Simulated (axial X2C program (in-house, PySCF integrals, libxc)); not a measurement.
**HCoH⁻: bond lengths and stretches, held linear**

The task here is to estimate one member of a computed series from the others.

Computed with an in-house X2C program for linear molecules on PySCF integrals. Level: all-electron X2C, two-component (2c) or spin-free, H dyall-v3z, Co dyall-v3z.

All values are calculated.

2 further runs of the same task are left out: 2 set aside as unsound or not needed.

Set-up of the first run:

The input, task.json:

```json
{
 "zs": [
  1,
  27,
  1
 ],
 "q": -1,
 "bas": [
  "dyall-v3z",
  "dyall-v3z",
  "dyall-v3z"
 ],
 "r0": [
  1.43,
  1.43
 ],
 "symm": 1,
 "scan": [
  "PBE0",
  "HF",
  "B3LYP"
 ],
 "levels": [
  "PBE0",
  "HF",
  "PBE"
 ],
 "nst": 2
}
```

Keys: zs atomic numbers; q charge; bas basis sets; r0 starting distance in Å; symm equal bonds; scan levels of the two-bond scan (MP2 follows by itself at each HF point); levels methods; nst determinants followed.

On the command line:

```
python solin.py task.json out
```

Masses H 1.008, Co 58.933, H 1.008 u.

Among the steps run: Scan at PBE0, 2c; Scan at HF, 2c; Scan at B3LYP, 2c.

One of the session's tables, all rows but one given; the rest of the session is left out.

| level | r(H–Co) (Å) | r(Co–H) (Å) | lower stretch (cm⁻¹) | upper stretch (cm⁻¹) |
| --- | --- | --- | --- | --- |
| PBE0, 2c | ? | ? | ? | ? |
| HF, 2c | 1.678 | 1.678 | 1472.1 | 1501.7 |
| B3LYP, 2c | 1.610 | 1.610 | 1474.1 | 1637.0 |
| MP2, 2c | 1.579 | 1.579 | 1405.3 | 1487.1 |
| PBE0, spin-free | 1.606 | 1.606 | 1488.9 | 1648.0 |
| HF, spin-free | 1.677 | 1.677 | 1473.5 | 1503.1 |
| B3LYP, spin-free | 1.610 | 1.610 | 1475.6 | 1638.0 |
| MP2, spin-free | 1.579 | 1.579 | 1403.1 | 1485.7 |

**Question.** Estimate the row for PBE0, 2c.

The run gave: r(H–Co) (Å): 1.607; r(Co–H) (Å): 1.607; lower stretch (cm⁻¹): 1487.4; upper stretch (cm⁻¹): 1646.9. In the column «r(H–Co) (Å)» it lies between PBE0, spin-free (1.606) and B3LYP, 2c (1.610).

Scans not shown above were run alike.

Caveats from the session: For an anion the highest level of a functional can be positive, and the basis then holds the extra electron. The molecule was held linear; bending was not examined, so a bent shape may lie lower. Note: functional without a current term on a determinant with orbital currents, of the molecule or an atom.
